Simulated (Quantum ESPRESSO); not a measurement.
A run of Quantum ESPRESSO 7.5 is set up as follows.

pw.in

```
&CONTROL
  calculation = 'vc-relax'
  prefix = 'pwscf'
  outdir = './tmp'
  pseudo_dir = './pseudo'
  tprnfor = .true.
  tstress = .true.
  disk_io = 'low'
  nstep = 40
  forc_conv_thr = 0.0004
  etot_conv_thr = 1d-05
/
&SYSTEM
  ibrav = 0
  nat = 3
  ntyp = 1
  ecutwfc = 45
  ecutrho = 360
  nbnd = 26
  occupations = 'smearing'
  smearing = 'gaussian'
  degauss = 0.00734986
/
&ELECTRONS
  conv_thr = 6d-10
  electron_maxstep = 120
  mixing_beta = 0.5
/
&IONS
  ion_dynamics = 'bfgs'
/
&CELL
  cell_dynamics = 'bfgs'
  press = 40
  press_conv_thr = 0.3
/
ATOMIC_SPECIES
Zr    91.2240 zr_lda_v1.uspp.F.UPF
CELL_PARAMETERS angstrom
   5.0330000000    0.0000000000    0.0000000000
  -2.5165000000    4.3587058572    0.0000000000
   0.0000000000    0.0000000000    3.1320000000
ATOMIC_POSITIONS crystal
Zr     0.0000000000    0.0000000000    0.0000000000
Zr     0.3333333333    0.6666666667    0.5000000000
Zr     0.6666666667    0.3333333333    0.5000000000
K_POINTS automatic
14 14 19 0 0 0
```

Potentials or basis: GBRV 1.5 LDA.

Launch:

```bash
$ OMP_NUM_THREADS=1 pw.x -in pw.in > pw.out
```

What does it give for the relaxed volume?

20.83 Å³/atom.

Estimate the space group after relaxing (to 0.05 Å).

P6/mmm (No. 191).

Estimate the band gap on the k mesh.

none (metal or under the smearing width).

Step by step:
```tsv
step	energy change (eV)	largest force (eV/Å)	pressure (GPa)	volume (Å³)
1	0.0000	0.0000	-5.82	68.71
2	-0.0740	0.0000	-1.01	65.32
3	-0.0392	0.0000	4.71	62.13
4	-0.0493	0.0000	3.97	62.50
5	-0.0491	0.0000	3.99	62.49
6	-0.0491	0.0000	4.00	62.49
7	-0.0491	0.0000	4.00	62.49
```
